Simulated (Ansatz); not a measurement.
A nudged elastic band was laid between two geometries of a periodic cell of 63 atoms, Si62Ge (host Si, host structure diamond, dopant Ge, one Si atom removed), cell charge -1.

Method: Ansatz, DFT LDA, scalar-relativistic, plane waves, PAW. Settings: PAW set soft_1, cutoff 420 eV, k mesh 1x1x1, fermi-dirac smearing 0.05 eV, spin collinear.

```yaml
movable_images: 3
climbing_image: yes
spring: 5.0 eV/Å²
optimiser: quadratic models (default)
start_path: IDPP
force_threshold: 0.05 eV/Å
iteration_limit: 80
end_points: relaxed
```

Initial state:

```xyz
63
Lattice="10.8600 0.0000 0.0000 0.0000 10.8600 0.0000 0.0000 0.0000 10.8600" Properties=species:S:1:pos:R:3
Si 5.446 0.025 -0.021
Ge 6.974 1.548 1.166
Si 9.493 4.071 1.361
Si 8.161 0.027 2.694
Si 9.492 1.358 4.081
Si -0.023 0.011 0.013
Si 1.353 1.360 1.358
Si 2.705 2.716 0.001
Si 4.062 4.067 1.360
Si 5.431 5.416 0.015
Si 6.782 6.791 1.358
Si 8.138 8.144 0.002
Si 9.489 9.501 1.359
Si 2.718 0.003 2.715
Si 4.084 1.366 4.057
Si 5.450 2.736 2.692
Si 6.780 4.069 4.079
Si 8.126 5.416 2.708
Si 9.502 6.792 4.067
Si 5.424 0.002 5.424
Si 6.782 1.360 6.788
Si 8.138 2.716 5.434
Si 9.495 4.073 6.782
Si 8.127 0.011 8.163
Si 9.498 1.359 9.503
Si -0.023 5.416 -0.015
Si 1.348 6.788 1.361
Si 2.711 8.151 0.007
Si 4.083 9.521 1.352
Si -0.023 2.703 2.708
Si 1.352 4.081 4.067
Si 2.708 5.430 2.714
Si 4.066 6.795 4.074
Si 5.424 8.155 2.716
Si 6.787 9.523 4.056
Si -0.006 0.003 5.433
Si 1.350 1.359 6.790
Si 2.713 2.711 5.427
Si 4.071 4.081 6.788
Si 5.424 5.430 5.431
Si 6.779 6.789 6.789
Si 8.133 8.152 5.427
Si 9.503 9.510 6.789
Si 2.709 0.004 8.147
Si 4.061 1.358 9.509
Si 5.432 2.705 8.162
Si 6.777 4.078 9.501
Si 8.156 5.420 8.158
Si 9.494 6.795 9.506
Si -0.009 8.149 2.715
Si 1.358 9.505 4.074
Si -0.008 5.431 5.426
Si 1.353 6.792 6.786
Si 2.707 8.144 5.432
Si 4.064 9.503 6.782
Si -0.019 2.736 8.159
Si 1.357 4.074 9.506
Si 2.713 5.432 8.147
Si 4.072 6.790 9.498
Si 5.425 8.148 8.149
Si 6.781 9.501 9.510
Si -0.007 8.150 8.148
Si 1.351 9.511 9.497
```

Final state:

Only the atoms that move by more than 0.05 Å are listed.
```
Si1 5.266 -0.164 -0.226
Ge2 7.855 2.425 0.290
Si3 9.445 4.015 1.307
Si4 8.371 -0.164 2.879
Si5 9.543 1.428 4.068
Si6 0.013 0.033 -0.051
Si9 4.077 4.113 1.287
Si10 5.463 5.443 -0.051
Si13 9.543 9.507 1.287
Si16 5.266 2.941 2.879
Si17 6.858 4.113 4.068
Si18 8.196 5.443 2.682
Si24 8.196 0.033 8.132
Si25 9.445 1.408 9.560
Si30 0.013 2.766 2.682
Si45 4.077 1.428 9.462
Si46 5.463 2.766 8.132
Si47 6.838 4.015 9.560
Si61 6.858 9.507 9.462
```

What changes between the two ends?

The atom that moves furthest is Ge2, by 1.52 Å; four of its nearest neighbours are Si4 2.46, Si1 2.46, Si16 2.46, Si3 3.57 Å at the first end and Si47 2.47, Si25 2.47, Si3 2.47, Si1 3.70 Å at the last.

Give the energies along the band, and the barrier.

The forces met the threshold. The highest image is number 2 of 0 to 4, 0.270 eV above the first end and 0.308 eV above the last; the last end lies 0.038 eV below the first. By the program's own check the climbing image is of a kind that is not told: the force calls were inconclusive, a negative curvature could not be distinguished from the path's own, the only one lies far off the path, or fixed occupations may fill a level only in part (lowest curvatures found: -2.05 and -0.09 eV/Å²). Limits of this set-up: coarse k mesh, PAW files made for another functional, a typed lattice constant that wasn't relaxed here, charged cell in a uniform background, uncorrected.

```tsv
image	path coordinate (Å)	energy (eV)	Si1–Ge2 (Å)	Ge2–Si4 (Å)	Ge2–Si16 (Å)
0	0.00	0.000	2.46	2.46	2.46
1	0.48	0.109	2.57	2.58	2.58
2	0.96	0.270	2.81	2.90	2.84
3	1.51	0.066	3.29	3.34	3.30
4	2.05	-0.038	3.70	3.70	3.70
```

What is the geometry of the highest image?


```xyz
63
Lattice="10.8600 0.0000 0.0000 0.0000 10.8600 0.0000 0.0000 0.0000 10.8600" Properties=species:S:1:pos:R:3:forces:R:3
Si 5.532 0.110 -0.054 -0.01 -0.01 -0.01
Ge 7.445 2.045 0.663 0.01 0.02 -0.02
Si 9.420 3.998 1.384 0.01 0.01 0.00
Si 8.182 0.067 2.649 0.01 -0.02 0.02
Si 9.504 1.368 4.069 -0.01 0.00 -0.01
Si -0.005 0.002 -0.004 0.01 0.00 0.00
Si 1.355 1.357 1.359 0.00 0.00 0.00
Si 2.707 2.715 0.001 0.01 0.00 0.00
Si 4.069 4.085 1.345 0.01 -0.01 0.00
Si 5.420 5.436 -0.005 0.00 0.00 0.00
Si 6.782 6.790 1.357 0.00 0.00 0.00
Si 8.139 8.144 -0.001 0.00 0.01 0.00
Si 9.505 9.507 1.347 -0.01 0.01 0.00
Si 2.749 0.017 2.698 0.00 0.00 0.00
Si 4.139 1.397 4.002 0.00 0.00 0.00
Si 5.520 2.766 2.617 -0.01 0.01 0.01
Si 6.792 4.081 4.071 -0.01 -0.01 -0.01
Si 8.142 5.430 2.717 0.00 0.00 0.00
Si 9.511 6.798 4.076 0.00 -0.01 -0.01
Si 5.444 0.021 5.393 0.00 0.00 0.00
Si 6.783 1.360 6.786 0.00 0.00 0.00
Si 8.140 2.717 5.432 0.00 0.00 0.00
Si 9.485 4.061 6.812 0.01 0.01 0.01
Si 8.142 -0.003 8.144 0.00 0.00 0.00
Si 9.409 1.329 9.589 0.01 0.00 -0.01
Si -0.053 5.384 0.024 0.00 0.00 0.01
Si 1.355 6.784 1.359 0.00 0.00 -0.01
Si 2.731 8.163 0.011 0.00 0.00 0.01
Si 4.148 9.584 1.318 0.00 0.00 0.00
Si -0.006 2.719 2.714 0.01 0.00 0.00
Si 1.358 4.077 4.084 -0.01 0.00 -0.01
Si 2.712 5.432 2.731 -0.01 0.01 0.01
Si 4.081 6.820 4.057 0.00 -0.01 0.00
Si 5.443 8.184 2.696 0.00 0.00 0.00
Si 6.820 9.549 4.027 0.00 0.00 0.00
Si 0.008 -0.001 5.423 0.01 0.00 0.00
Si 1.349 1.360 6.800 0.00 0.01 0.00
Si 2.725 2.707 5.421 0.00 -0.01 0.00
Si 4.066 4.092 6.773 0.01 0.00 0.00
Si 5.421 5.445 5.424 0.00 0.00 0.01
Si 6.792 6.764 6.814 0.00 0.00 0.00
Si 8.138 8.142 5.436 0.00 0.00 0.00
Si 9.515 9.503 6.776 0.00 0.01 0.01
Si 2.711 -0.016 8.144 -0.01 0.00 -0.01
Si 4.068 1.370 9.490 0.01 -0.01 0.01
Si 5.419 2.720 8.140 0.00 0.00 0.00
Si 6.743 3.960 9.615 -0.01 0.00 0.00
Si 8.112 5.350 8.226 -0.01 0.00 0.00
Si 9.484 6.764 9.515 0.01 -0.01 -0.01
Si 0.005 8.152 2.721 0.01 0.00 0.01
Si 1.384 9.516 4.059 -0.01 0.00 0.00
Si -0.014 5.423 5.448 0.00 0.00 0.00
Si 1.354 6.788 6.789 0.00 0.01 -0.01
Si 2.711 8.146 5.430 0.00 0.00 0.00
Si 4.082 9.520 6.756 0.00 0.00 0.01
Si -0.062 2.691 8.202 0.00 -0.01 0.00
Si 1.329 4.058 9.517 -0.01 0.00 -0.01
Si 2.692 5.420 8.155 0.00 0.00 0.00
Si 4.063 6.802 9.487 0.01 0.00 0.00
Si 5.417 8.150 8.134 0.00 -0.01 0.00
Si 6.792 9.503 9.493 -0.01 0.01 0.01
Si -0.015 8.128 8.153 0.00 0.00 0.00
Si 1.359 9.492 9.498 -0.01 0.01 0.00
```

The band took 5 iterations and of the order of 19 core-minutes.

The run took 5.5 min on 4 threads of Arm Neoverse V1, with other jobs on the host, peak memory 2.9 GiB.
